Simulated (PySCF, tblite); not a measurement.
**C₆H₁₀BClSi: geometry, infrared bands and NMR shifts**

Aim: predict the infrared bands and NMR shifts of C₆H₁₀BClSi (`Cl[C@@H]1[C@@H]2BC=C[C@H]1[SiH2]C2`).

Programs: tblite 0.8.0 and PySCF 2.14.0, with density-fitted response routines of our own. Each step states its level of theory. These are calculated values for one molecule in the gas phase, unless marked as measured. Atoms count from 0, in the outputs and in this text.

## Step 1: Starting geometry

19 atoms, charge 0, multiplicity 1; geometry from: force field or distance geometry start.

Bonds of the start (Å): Cl0–C1 1.78, C1–C2 1.49, C2–B3 1.60, B3–C4 1.56, C4–C5 1.33, C5–C6 1.50, C6–Si7 1.86, Si7–C8 1.89, C6–C1 1.53, C8–C2 1.49, C1–H9 1.13, C2–H10 1.11, B3–H11 1.19, C4–H12 1.07, C5–H13 1.07, C6–H14 1.11, Si7–H15 1.48, Si7–H16 1.45, C8–H17 1.11, C8–H18 1.11.

## Step 2: Optimising the geometry with GFN2-xTB

Job settings and geometry (Å):

```
{"job": {"kind": "relax", "xc": "GFN2-xTB", "basis": "xTB"}, "charge": 0, "multiplicity": 1}
Cl     0.976700    -0.780200     2.500700
C     -0.225800    -0.245600     1.300600
C     -0.398200    -1.201900     0.168500
B      1.051800    -1.379900    -0.479400
C      1.949300    -0.106800    -0.374800
C      1.433100     1.064000    -0.012200
C      0.135600     1.127700     0.733600
Si    -1.329100     1.227600    -0.414500
C     -1.315200    -0.608600    -0.851000
H     -1.232800    -0.101200     1.788800
H     -0.824400    -2.148400     0.547800
H      1.515400    -2.461200    -0.324300
H      2.994500    -0.171600    -0.617200
H      1.961800     1.965300    -0.246100
H      0.125300     1.923700     1.506100
H     -2.545500     1.510200     0.374700
H     -1.132700     2.095000    -1.558900
H     -2.340500    -1.036300    -0.877800
H     -0.809100    -0.662400    -1.832200
```

The run is started by

```console
$ OMP_NUM_THREADS=1 python probes_run.py task.json out
```

This one command runs all jobs of the session in turn.

**Question.** This job is followed by: GFN2-xTB harmonic vibrations, gas phase; GIAO PBE0/pcSseg-1 NMR shielding, non-relativistic, gas phase. Predict these results of the whole session: strongest single infrared mode (GFN2-xTB); zero-point energy (GFN2-xTB); ¹³C shifts against TMS (PBE0/pcSseg-1); ¹H shifts against TMS (PBE0/pcSseg-1); ³⁵Cl shifts against HCl (PBE0/pcSseg-1); ¹¹B shifts against BF3·OEt2 (PBE0/pcSseg-1); ²⁹Si shifts against TMS (PBE0/pcSseg-1).

The runs gave:

| quantity | value |
| --- | --- |
| strongest single infrared mode (GFN2-xTB) | 2251 cm⁻¹, 324 km/mol |
| zero-point energy (GFN2-xTB) | 88.7 kcal/mol |
| ¹³C shifts against TMS (PBE0/pcSseg-1) | 174.1, 136.8, 75.0, 42.3, 42.0, -4.3 ppm |
| ¹H shifts against TMS (PBE0/pcSseg-1) | 7.69, 6.99, 6.60, 4.42, 4.12, 3.81, 3.00, 2.76, 1.23, 0.48 ppm |
| ³⁵Cl shifts against HCl (PBE0/pcSseg-1) | 135 ppm |
| ¹¹B shifts against BF3·OEt2 (PBE0/pcSseg-1) | 64.1 ppm |
| ²⁹Si shifts against TMS (PBE0/pcSseg-1) | -35.2 ppm |

Relaxing lowered the energy by 0.915 eV in 68 steps; the close pair that moved most is C6–Si7, from 1.864 to 1.929 Å. All 51 modes are real, so the xTB geometry is a minimum. The strongest single mode, at 2251 cm⁻¹, moves mainly H15. GFN2-xTB is a fitted tight-binding method: band positions and strengths are rough. Its intensities can rank the bands wrongly. At PBE0/pcSseg-1: The widest tensor belongs to Cl0: span 438 ppm, with a paramagnetic part of -332 ppm.
